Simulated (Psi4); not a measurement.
# BCl2F (dichlorofluoroborane), step by step, part 2 of 2

Psi4 1.11. The steps go on from the part before.

### 3 A geometry optimisation at PBE0-D4/def2-TZVP (density fitting) (run 2)

Input file run.py:

```python
import psi4

psi4.set_memory('3300 MB')
psi4.set_num_threads(2)
psi4.set_output_file('run.log', False)

m = psi4.geometry("""
0 1
F      0.152973    -1.198822    -0.798813
B      0.045198    -0.093697    -0.078192
Cl    -1.528049     0.380504     0.533397
Cl     1.478789     0.862951     0.243023
symmetry c1
""")

psi4.set_options({
    'scf_type': 'df',
    'geom_maxiter': 50,
    'max_force_g_convergence': 0.0002,
})

e = psi4.optimize('pbe0-d4/def2-TZVP')
print(f'total energy {e:.8f} hartree = {e * 27.211386:.5f} eV')
m.save_xyz_file('final.xyz', False)
```

The run is started by

```bash
$ python run.py
```

run.log:

```text
-----------------------------------------

    			 OPTKING 3.0: for geometry optimizations

    			        with contributions from

    			-----------------------------------------

		 -- Optimization Parameters --
	GEOM_MAXITER                   =              50
	ALG_GEOM_MAXITER               =              50
	PRINT                          =               1
	OPT_TYPE                       =             MIN
	STEP_TYPE                      =             RFO
	PROGRAM                        =            PSI4
	STEEPEST_DESCENT_TYPE          =         OVERLAP
	CONJUGATE_GRADIENT_TYPE        =        FLETCHER
	OPT_COORDINATES                =        INTERNAL
	RFO_FOLLOW_ROOT                =           False
	RFO_ROOT                       =               0
	ACCEPT_SYMMETRY_BREAKING       =           False
	DYNAMIC_LVL                    =               0
	DYNAMIC_LVL_MAX                =               0
	IRC_STEP_SIZE                  =             0.2
	IRC_DIRECTION                  =         FORWARD
	IRC_POINTS                     =              20
	IRC_MODE                       =          NORMAL
	IRC_CONVERGENCE                =            -0.7
	INTRAFRAG_STEP_LIMIT           =             0.5
	INTRAFRAG_STEP_LIMIT_MIN       =           0.001
	INTRAFRAG_STEP_LIMIT_MAX       =             1.0
	INTERFRAG_STEP_LIMIT           =             0.5
	INTERFRAG_STEP_LIMIT_MIN       =           0.001
	INTERFRAG_STEP_LIMIT_MAX       =             1.0
	ENSURE_BT_CONVERGENCE          =           False
	SIMPLE_STEP_SCALING            =           False
	CONSECUTIVE_BACKSTEPS          =               0
	RFO_NORMALIZATION_MAX          =             100
	RSRFO_ALPHA_MAX                =     100000000.0
	PRINT_TRAJECTORY_XYZ_FILE      =           False
	WRITE_TRAJECTORY               =           False
	FROZEN_DISTANCE                =
	FR
gradient() will perform analytic gradient computation.

   => Loading Basis Set <=

    Name: DEF2-TZVP
    Role: ORBITAL
    Keyword: BASIS

   => PBE0-D4(BJ,EEQ)ATM: Empirical Dispersion <=

        a1 =       0.400856
        a2 =       5.029288
       alp =      16.000000
        s6 =       1.000000
        s8 =       1.200655
        s9 =       1.000000
        ga =       3.000000
        gc =       2.000000
        wf =       6.000000

         ---------------------------------------------------------
                                   SCF
                              RKS Reference
                        2 Threads,   3147 MiB Core
         ---------------------------------------------------------

  ==> Geometry <==

    Molecular point group: c1
    Full point group: C1

    Geometry (in Angstrom), charge = 0, multiplicity = 1:

       Center              X                  Y                   Z               Mass
    ------------   -----------------  -----------------  -----------------  -----------------
         F            0.136151061282    -1.395678978083    -0.910008753130    18.998403162730
         B            0.028376061282    -0.290553978083    -0.189387753130    11.009305360000
         CL          -1.544870938718     0.183647021917     0.422201246870    34.968852682000
         CL           1.461967061282     0.666094021917     0.131827246870    34.968852682000

  Running in c1 symmetry.

  Rotational constants: A =      0.23240  B =      0.10303  C =      0.07138 [cm^-1]
  Rotational constants: A =   6967.15435  B =   3088.70158  C =   2139.99294 [MHz]
  Nuclear repulsion =  180.087489792308617

  Charge       = 0
  Multiplicity = 1
  Electrons    = 48
  Nalpha       = 24
  Nbeta        = 24

  ==> Algorithm <==

  SCF Algorithm Type is DF.
  DIIS enabled.
  MOM disabled.
  Fractional occupation disabled.
  Guess Type is SAD.
  Energy threshold   = 1.00e-08
  Density threshold  = 1.00e-08
  Integral threshold = 1.00e-12

  ==> Primary Basis <==

  Basis Set: DEF2-TZVP
    Blend: DEF2-TZVP
    Number of shells: 48
    Number of basis functions: 136
    Number of Cartesian functions: 156
    Spherical Harmonics?: true
    Max angular momentum: 3

  ==> DFT Potential <==

   => LibXC <=

    Version 7.1.2

   => Composite Functional: PBE0-D4BJEEQATM <=

    PBE0-d4bjeeqatm Hyb-GGA Exchange-Correlation Functional

    Deriv               =              1
    GGA                 =           TRUE
    Meta                =          FALSE

    Exchange Hybrid     =           TRUE
    MP2 Hybrid          =          FALSE

   => Exchange Functionals <=

    0.7500   Perdew, Burke & Ernzerhof

   => Exact (HF) Exchange <=

    0.2500               HF

   => Correlation Functionals <=

    1.0000   Perdew, Burke & Ernzerhof

   => LibXC Density Thresholds  <==

    XC_HYB_GGA_XC_PBEH:  1.00E-15

   => Molecular Quadrature <=

    Radial Scheme          =       TREUTLER
    Pruning Scheme         =           NONE
    Nuclear Scheme         =       TREUTLER

    Blocking Scheme        =         OCTREE
    BS radius alpha        =              1
    Pruning alpha          =              1
    Radial Points          =             75
    Spherical Points       =            302
    Total Points           =          86461
    Total Blocks           =            729
    Max Points             =            256
 [-0.00039003  0.00440832  0.00288051]
 [-0.00742345  0.00227166  0.00290353]
 [ 0.00671533  0.00451362  0.00152130]]
[... 17 lines of this table left out ...]
	   0.000000   0.001000

[... 34 lines left out ...]
	Measures of convergence in internal coordinates in au.
[... 25 lines left out ...]
	Current energy:     -1044.8891660550
[... 37 lines left out ...]
	   Step    Total Energy     Delta E     Max Force     RMS Force      Max Disp      RMS Disp
[... 44 lines left out ...]
WARNING  [psi4.optking.stepAlgorithms:379] 	Energy has increased in a minimization.
[... 6 lines left out ...]
INFO     [psi4.optking.displace:415] 	Successfully converged to displaced geometry.
[... 43 lines left out ...]
	Measures of convergence in internal coordinates in au.
[... 11 lines left out ...]
INFO     [psi4.optking.stepAlgorithms:296] 	Convergence check returned False
[... 42 lines left out ...]
WARNING  [psi4.optking.displace:426] 	Previous geometry is closer to target in internal coordinates, so using that one.
[... 31 lines left out ...]
	Measures of convergence in internal coordinates in au.
[... 33 lines left out ...]
	Current energy:     -1044.8891691013
[... 51 lines left out ...]
	                                 ==> Convergence Check <==
[... 8 lines left out ...]
	  Convergence Criteria              o    2.00e-04 *             o             o             o
[... 14 lines left out ...]
INFO     [psi4.optking.optimize:332] 	Converged in 5 steps!
[... 13 lines left out ...]
	Measures of convergence in internal coordinates in au. (Any backward steps not shown.)
[... 54 lines left out ...]
   @DF-RKS iter   0: -1044.88884237214461   -1.04489e+03   3.90398e-04
[... 2 lines left out ...]
   @DF-RKS iter   3: -1044.88898028583458   -2.57397e-07   3.19835e-06 DIIS
[... 2 lines left out ...]
   @DF-RKS iter   6: -1044.88898036896171   -9.87711e-10   5.22392e-08 DIIS
[... 2 lines left out ...]
  Energy and wave function converged.
[... 36 lines left out ...]
    Nuclear Repulsion Energy =            181.7284857310209532
[... 2 lines left out ...]
    DFT Exchange-Correlation Energy =     -53.4083119907043908
[... 2 lines left out ...]
    Total Energy =                      -1044.8889803689878590
[... 16 lines left out ...]
 Dipole Z            :         -0.4270941            0.5130135            0.0859194
[... 120 lines left out ...]
	Measures of convergence in internal coordinates in au.
[... 84 lines left out ...]
    Weights Tolerance      =       1.00E-15
[... 53 lines left out ...]
   @DF-RKS iter   1: -1044.88915729045925   -1.04395e-03   2.60588e-05 DIIS
[... 2 lines left out ...]
   @DF-RKS iter   4: -1044.88916740516834   -4.50775e-07   1.71208e-06 DIIS
[... 2 lines left out ...]
   @DF-RKS iter   7: -1044.88916742326887   -1.45292e-10   2.30660e-08 DIIS
[... 8 lines left out ...]
    Final Occupation by Irrep:
[... 10 lines left out ...]
    One-Electron Energy =               -1805.0093720523552747
[... 2 lines left out ...]
    Empirical Dispersion Energy =          -0.0029560533650120
[... 16 lines left out ...]
 Dipole X            :          0.0690206           -0.0786449           -0.0096243
[... 43 lines left out ...]
    Weights Tolerance      =       1.00E-15
[... 52 lines left out ...]
	   Step    Total Energy     Delta E     Max Force     RMS Force      Max Disp      RMS Disp
[... 88 lines left out ...]
                           Total Energy        Delta E     RMS |[F,P]|
[... 3 lines left out ...]
   @DF-RKS iter   2: -1044.88916848393751    2.65890e-07   9.70920e-06 DIIS
[... 2 lines left out ...]
   @DF-RKS iter   5: -1044.88916910121543   -4.52701e-10   1.01539e-07 DIIS
[... 2 lines left out ...]
  Energy and wave function converged.
[... 11 lines left out ...]
       1A   -101.727942     2A   -101.727940     3A    -24.812705
       4A     -9.555722     5A     -9.555719     6A     -7.287609
       7A     -7.287609     8A     -7.283229     9A     -7.283228
[... 4 lines of this table left out ...]
      22A     -0.381170    23A     -0.363855    24A     -0.346555

    Virtual:

      25A     -0.037371    26A      0.030647    27A      0.069837
      28A      0.111649    29A      0.115587    30A      0.124599
      31A      0.131564    32A      0.197242    33A      0.258359
[... 33 lines of this table left out ...]
     133A     14.777371   134A     25.049002   135A     25.179098
     136A     57.216292

    Final Occupation by Irrep:
              A
    DOCC [    24 ]
    NA   [    24 ]
    NB   [    24 ]

  @DF-RKS Final Energy: -1044.88916910130274

   => Energetics <=

    Nuclear Repulsion Energy =            181.6662388853115999
    One-Electron Energy =               -1804.9618680044777648
    Two-Electron Energy =                 631.8173820188987975
    DFT Exchange-Correlation Energy =     -53.4079659536803675
    Empirical Dispersion Energy =          -0.0029560473548349
    VV10 Nonlocal Energy =                  0.0000000000000000
    Total Energy =                      -1044.8891691013027412

Computation Completed

Properties will be evaluated at   0.000000,   0.000000,   0.000000 [a0]

Properties computed using the SCF density matrix

 Multipole Moments:

 ------------------------------------------------------------------------------------
     Multipole            Electronic (a.u.)      Nuclear  (a.u.)        Total (a.u.)
 ------------------------------------------------------------------------------------

 L = 1.  Multiply by 2.5417464519 to convert [e a0] to [Debye]
 Dipole X            :          0.0693551           -0.0788646           -0.0095095
 Dipole Y            :         -0.7111757            0.8087336            0.0975578
 Dipole Z            :         -0.4636708            0.5272828            0.0636120
 Magnitude           :                                                    0.1168522

 ------------------------------------------------------------------------------------

	total time  =         12 seconds =       0.20 minutes

         ------------------------------------------------------------
                                   SCF GRAD
         ------------------------------------------------------------

  ==> Geometry <==

    Molecular point group: c1
    Full point group: C1

    Geometry (in Angstrom), charge = 0, multiplicity = 1:

       Center              X                  Y                   Z               Mass
    ------------   -----------------  -----------------  -----------------  -----------------
         F            0.134824385246    -1.382601938133    -0.901444210201    18.998403162730
         B            0.028150057301    -0.288658988652    -0.188196660963    11.009305360000
         CL          -1.532003825620     0.181766575979     0.418463603540    34.968852682000
         CL           1.449891877884     0.660273174451     0.130536823124    34.968852682000

  Nuclear repulsion =  181.666238885311600

   => Molecular Quadrature <=

    Radial Scheme          =       TREUTLER
    Pruning Scheme         =           NONE
    Nuclear Scheme         =       TREUTLER

    Blocking Scheme        =         OCTREE
    BS radius alpha        =              1
    Pruning alpha          =              1
    Radial Points          =             75
    Spherical Points       =            302
    Total Points           =          86444
    Total Blocks           =            734
    Max Points             =            256
    Max Functions          =            129
    Weights Tolerance      =       1.00E-15

  -Total Gradient:
     Atom            X                  Y                   Z
    ------   -----------------  -----------------  -----------------
       1        0.000000901398    -0.000011188529    -0.000007802436
       2       -0.000001737219     0.000023979215     0.000016903881
       3       -0.000017293532    -0.000003835157     0.000000578969
       4        0.000017098143     0.000001626841    -0.000002777809

	total time  =          6 seconds =       0.10 minutes

    			-----------------------------------------

    			 OPTKING 3.0: for geometry optimizations

    			        with contributions from

    			-----------------------------------------

	                            ===> Fragment 1 <==

	 Z (Atomic Numbers)          Masses                          Geom
	       9.000000            18.998403          0.25478116 -2.61273900 -1.70348267
	       5.000000            11.009305          0.05319590 -0.54548643 -0.35564015
	      17.000000            34.968853         -2.89506765  0.34348905  0.79078160
	      17.000000            34.968853          2.73989856  1.24773547  0.24667884

	 - Coordinate -           - BOHR/RAD -       - ANG/DEG -
	 R(1,2)           =         2.476055           1.310272
	 R(2,3)           =         3.285851           1.738798
	 R(2,4)           =         3.285849           1.738796
[... 5 lines of this table left out ...]
	 O(4,2,1,3)       =         0.000012           0.000668

	        --- Internal Coordinate Step in ANG or DEG, aJ/ANG or AJ/DEG ---
	-------------------------------------------------------------------------------
	           Coordinate      Previous         Force          Change          New
	           ----------      --------        ------          ------        ------
	               R(1,2)       1.31027       -0.00014       -0.00002       1.31025
	               R(2,3)       1.73880       -0.00011       -0.00002       1.73878
	               R(2,4)       1.73880       -0.00011       -0.00002       1.73878
[... 5 lines of this table left out ...]
	           O(4,2,1,3)       0.00067       -0.00000       -0.00043       0.00024
	-------------------------------------------------------------------------------

	                                 ==> Convergence Check <==

	Measures of convergence in internal coordinates in au.

	Criteria marked as inactive (o), active & met (*), and active & unmet ( ).

	----------------------------------------------------------------------------------------------
	   Step    Total Energy     Delta E     Max Force     RMS Force      Max Disp      RMS Disp
	----------------------------------------------------------------------------------------------
	  Convergence Criteria              o    2.00e-04 *             o             o             o
	----------------------------------------------------------------------------------------------
	     5   -1044.88916910   -1.68e-06 o    2.77e-05 *    1.40e-05 o    1.15e-04 o    5.22e-05 o  ~
	----------------------------------------------------------------------------------------------

Next Geometry in Ang
	Fragment 1 (Ang)

	    F   0.1348267146  -1.3826208407  -0.9014552418
	    B   0.0281527837  -0.2886950050  -0.1882235175
	   Cl  -1.5319422101   0.1818044356   0.4184764217
	   Cl   1.4498252066   0.6602902338   0.1305618931

    Final optimized geometry and variables:
    Molecular point group: c1
    Full point group: C1

    Geometry (in Angstrom), charge = 0, multiplicity = 1:

    F            0.134824385246    -1.382601938133    -0.901444210201
    B            0.028150057301    -0.288658988652    -0.188196660963
    CL          -1.532003825620     0.181766575979     0.418463603540
    CL           1.449891877884     0.660273174451     0.130536823124

[set-up sections that repeat, and orbital energies of the middle runs, are left out above]
```

The script printed:

```text
Optimizer: Optimization complete!
total energy -1044.88916910 hartree = -28432.88251 eV
```

It took 91 s on 2 threads of AMD EPYC (Zen 3), shared host; peak memory 0.63 GiB.

Steps, from the record of the run:

```csv
step,energy from the first frame kept (eV),largest force (eV/Å)
0,0.0000,0.6891
1,-0.0109,0.0827
2,-0.0058,0.3138
3,-0.0109,0.0503
4,-0.0109,0.0015
```

After the run. Bond lengths: F1–B2 1.310 Å, B2–Cl3 1.739 Å, B2–Cl4 1.739 Å. Angles: F1–B2–Cl3 119.3°, F1–B2–Cl4 119.3°, Cl3–B2–Cl4 121.5°.

Runs 3 to 9 aren't shown in full; the table further down has their settings and results.

### 4 The energy at MP2/def2-QZVPP (density fitting, density fitting for correlation) (run 10)

Input file calc.py:

```python
import psi4

psi4.set_memory('3300 MB')
psi4.set_num_threads(2)
psi4.core.set_output_file('run.log', False)

geom = psi4.geometry("""
0 1
F      0.151646    -1.185745    -0.790248
B      0.044972    -0.091802    -0.077001
Cl    -1.515182     0.378624     0.529659
Cl     1.466714     0.857130     0.241733
symmetry c1
""")

psi4.set_options({
    'scf_type': 'df',
    'num_frozen_docc': 12,
})

E, wfn = psi4.energy("mp2/def2-QZVPP", molecule=geom, return_wfn=True)
print(f'total energy {E:.8f} hartree = {E * 27.211386:.5f} eV')
```

The run is started by

```bash
$ python calc.py
```

run.log, shortened:

```text
[...]
  Running in c1 symmetry.
[...]
  Nuclear repulsion =  181.666237722817499
[...]
  Multiplicity = 1
[...]
  Nalpha       = 24
  Nbeta        = 24
[...]
    Number of basis functions: 254
[...]
   @DF-RHF iter   1: -1043.33107859628012   -4.63419e-01   1.54478e-03 DIIS/ADIIS
[...]
   @DF-RHF iter  11: -1043.37936191580752   -2.47837e-11   4.83665e-09 DIIS
[...]
    Orbital Energies [Eh]
    ---------------------
    Doubly Occupied:
       1A   -104.860185     2A   -104.860185     3A    -26.338100
       4A    -10.587373     5A    -10.587363     6A     -8.054253
       7A     -8.054252     8A     -8.053122     9A     -8.053120
      10A     -8.052911    11A     -8.052910    12A     -7.775368
      13A     -1.658459    14A     -1.160271    15A     -1.122790
      16A     -0.818571    17A     -0.736173    18A     -0.718256
      19A     -0.664745    20A     -0.564583    21A     -0.525678
      22A     -0.513167    23A     -0.486242    24A     -0.472583
[...]
  @DF-RHF Final Energy: -1043.37936191580752
   => Energetics <=
    Nuclear Repulsion Energy =            181.6662377228174989
    One-Electron Energy =               -1804.5498802795561915
    Two-Electron Energy =                 579.5042806409313698
    Total Energy =                      -1043.3793619158072943
[...]
 Multipole Moments:
 ------------------------------------------------------------------------------------
     Multipole            Electronic (a.u.)      Nuclear  (a.u.)        Total (a.u.)
 ------------------------------------------------------------------------------------
 L = 1.  Multiply by 2.5417464519 to convert [e a0] to [Debye]
 Dipole X            :          0.0682235           -0.0788645           -0.0106410
 Dipole Y            :         -0.6995646            0.8087337            0.1091691
 Dipole Z            :         -0.4560988            0.5272828            0.0711840
 Magnitude           :                                                    0.1307604
[...]
```

Standard output:

```text
total energy -1044.16560723 hartree = -28413.19339 eV
```

Run time: 23 s. Hardware: 2 threads of AMD EPYC (Zen 3), shared host; peak memory 0.62 GiB.

### 5 The series

```csv
run,level,geom maxiter,max force g convergence,energy (Eh),dipole moment (D),HOMO energy (eV),LUMO energy (eV),wall time
1,PBE-D4/def2-SVP (density fitting),60,0.0005,-1044.347060,0.24,-7.74,-1.74,88 s
2,PBE0-D4/def2-TZVP (density fitting),50,0.0002,-1044.889169,0.30,-9.43,-1.02,91 s
3,PBE0-D4/def2-TZVP (density fitting),–,–,-1044.889169,0.30,–,–,6.3 min
4,PBE-D4/def2-TZVPP (density fitting),–,–,-1044.812323,0.26,-7.95,-2.01,37 s
5,r2SCAN-D4/def2-TZVPP (density fitting),–,–,-1045.202728,0.25,-8.33,-1.67,63 s
6,B3LYP-D4/def2-TZVPP (density fitting),–,–,-1045.354198,0.31,-9.13,-1.23,30 s
7,PBE0-D4/def2-TZVPP (density fitting),–,–,-1044.889214,0.30,-9.43,-1.02,30 s
8,wB97M-V/def2-TZVPP (density fitting),–,–,-1045.244336,0.28,-11.76,1.13,62 s
9,"CCSD(T)/def2-TZVPP (density fitting, density fitting for correlation)",–,–,timeout,–,–,–,4.4 min
10,"MP2/def2-QZVPP (density fitting, density fitting for correlation)",–,–,-1044.165607,–,-12.86,2.69,23 s
```

### 6 Summary of results

This closing draws on all 2 parts.

| quantity | value |
| --- | --- |
| run 10, MP2/def2-QZVPP: total energy | -1044.16561 Eh |
| run 10, MP2/def2-QZVPP: HOMO energy (Hartree–Fock orbitals) | -12.86 eV |
| run 10, MP2/def2-QZVPP: LUMO energy (Hartree–Fock orbitals) | 2.69 eV |
| run 10, MP2/def2-QZVPP: HOMO–LUMO gap (Hartree–Fock orbitals) | 15.55 eV |
| run 10, MP2/def2-QZVPP: correlation energy (12 core orbitals frozen) | -786.2 mEh |

In words: Over runs 3, 4, 5, 6, 7, 8 the dipole moment (its size) runs from 0.25 D (r2SCAN-D4/def2-TZVPP) to 0.31 D (B3LYP-D4/def2-TZVPP). Over runs 4, 5, 6, 7, 8 the HOMO–LUMO gap runs from 5.94 eV (PBE-D4/def2-TZVPP) to 12.89 eV (wB97M-V/def2-TZVPP). Totals of different functionals can't be ranked against each other. All runs together took 18 min, the longest 6.3 min. 1 of the 10 runs did not end normally.
